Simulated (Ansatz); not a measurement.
**H₆N₃STa: up Jacob's ladder to CCSD(T)**

An exercise on one series of results from a longer session: the logs are not shown, and one member is left open.

Computed with Ansatz 0.2.0, Gaussian basis. Level: functionals in def2-TZVPP, the program's frozen cores in correlated methods.

Plan: LDA (SPW92), PBE-D4, revPBE-D4, BLYP-D4, r2SCAN-D4, B97M-V, PBE0-D4, B3LYP-D4, r2SCANh-D4, r2SCAN0-D4, HSE06-D4, BHLYP-D4, CAM-B3LYP-D4, LC-ωPBE, ωB97X-V, ωB97M-V, B2PLYP, PBE-QIDH; CCSD(T)/def2-SVP; CCSD(T)/def2-TZVPP; MP2/def2-QZVPP; extrapolation to the limit; RPA on PBE.

### The geometry

An earlier PBE0-D4 in a triple-zeta def2 set relaxation fixed the geometry. Ta takes the def2 core potential; no spin-orbit term is included.

11 atoms, charge 0, spin multiplicity 1.

Atoms are counted from 1 here; the program's logs count them from 0.

Bond lengths: N1–Ta2 1.977 Å, N1–H6 1.010 Å, N1–H7 1.010 Å, Ta2–N3 1.977 Å, Ta2–N4 1.977 Å, Ta2–S5 2.177 Å, N3–H8 1.010 Å, N3–H9 1.010 Å, N4–H10 1.010 Å, N4–H11 1.010 Å. Angles: Ta2–N1–H6 124.2°, Ta2–N1–H7 124.3°, H6–N1–H7 110.1°, N1–Ta2–N3 108.5°, N1–Ta2–N4 108.5°, N1–Ta2–S5 110.4°, N3–Ta2–N4 108.5°, N3–Ta2–S5 110.4°, N4–Ta2–S5 110.4°, Ta2–N3–H8 124.2°, Ta2–N3–H9 124.3°, H8–N3–H9 110.1°, Ta2–N4–H10 124.2°, Ta2–N4–H11 124.3°, H10–N4–H11 110.1°.

The first run:

Input file in.yaml:

```yaml
crystal:
  periodic: [false, false, false]
  atoms:
    - {symbol: N, position_ang: [-1.672001, 0.799779, 0.170079]}
    - {symbol: Ta, position_ang: [0.232821, 0.277694, 0.265861]}
    - {symbol: N, position_ang: [0.342835, -1.565586, 0.973188]}
    - {symbol: N, position_ang: [0.979861, 0.292428, -1.564932]}
    - {symbol: S, position_ang: [1.333683, 1.650321, 1.547021]}
    - {symbol: H, position_ang: [-2.019851, 1.720653, 0.395168]}
    - {symbol: H, position_ang: [-2.438532, 0.145133, 0.109699]}
    - {symbol: H, position_ang: [0.577599, -1.793529, 1.928491]}
    - {symbol: H, position_ang: [0.392732, -2.393536, 0.397182]}
    - {symbol: H, position_ang: [1.908084, 0.615790, -1.796261]}
    - {symbol: H, position_ang: [0.428070, 0.193654, -2.404899]}
basis:
  gaussian: {orbitals: def2-TZVPP}
hamiltonian: {xc: lda}
output: {orbitals: {seedname: orbitals}}
```

Command:

```
> ansatz run in.yaml --threads 4 --pin off --events-out ev --progress --plain --max-ram 11315MiB
```

Steps of the session up to this table: LDA; PBE-D4 (GGA); revPBE-D4 (GGA); BLYP-D4 (GGA); r2SCAN-D4 (meta-GGA); B97M-V (meta-GGA); B3LYP-D4 (hybrid); r2SCANh-D4 (hybrid); r2SCAN0-D4 (hybrid); HSE06-D4 (hybrid); BHLYP-D4 (hybrid); CAM-B3LYP-D4 (range-separated); LC-ωPBE (range-separated); ωB97X-V (range-separated); ωB97M-V (range-separated); B2PLYP (double hybrid); PBE-QIDH (double hybrid).

One of the session's tables, all rows but one given; the rest of the session is left out.

It belongs to the step «Frontier levels by functional». 

| functional | HOMO (eV) | gap (eV) |
| --- | --- | --- |
| LDA (SPW92) | -5.91 | 4.25 |
| PBE-D4 | -5.74 | 4.28 |
| revPBE-D4 | -5.68 | 4.28 |
| BLYP-D4 | -5.56 | 4.24 |
| r2SCAN-D4 | ? | ? |
| B97M-V | -6.03 | 4.80 |
| PBE0-D4 | -6.89 | 6.23 |
| B3LYP-D4 | -6.64 | 5.79 |
| r2SCANh-D4 | -6.43 | 5.42 |
| r2SCAN0-D4 | -7.06 | 6.51 |
| HSE06-D4 | -6.49 | 5.46 |
| BHLYP-D4 | -7.85 | 8.18 |
| CAM-B3LYP-D4 | -8.13 | 8.59 |
| LC-ωPBE | -9.48 | 11.02 |
| ωB97X-V | -9.15 | 10.62 |
| ωB97M-V | -9.01 | 10.26 |

Q: Estimate the row for r2SCAN-D4 from the others.

Worked estimate for «HOMO (eV)». Against the share of exact exchange, r2SCANh-D4 (0.1, -6.43), r2SCAN0-D4 (0.25, -7.06) give a slope of -4.20 per unit share; at 0 the line stands at -6.01.

As computed: HOMO (eV): -6.01; gap (eV): 4.69. In «HOMO (eV)» the line misses by 0.00.
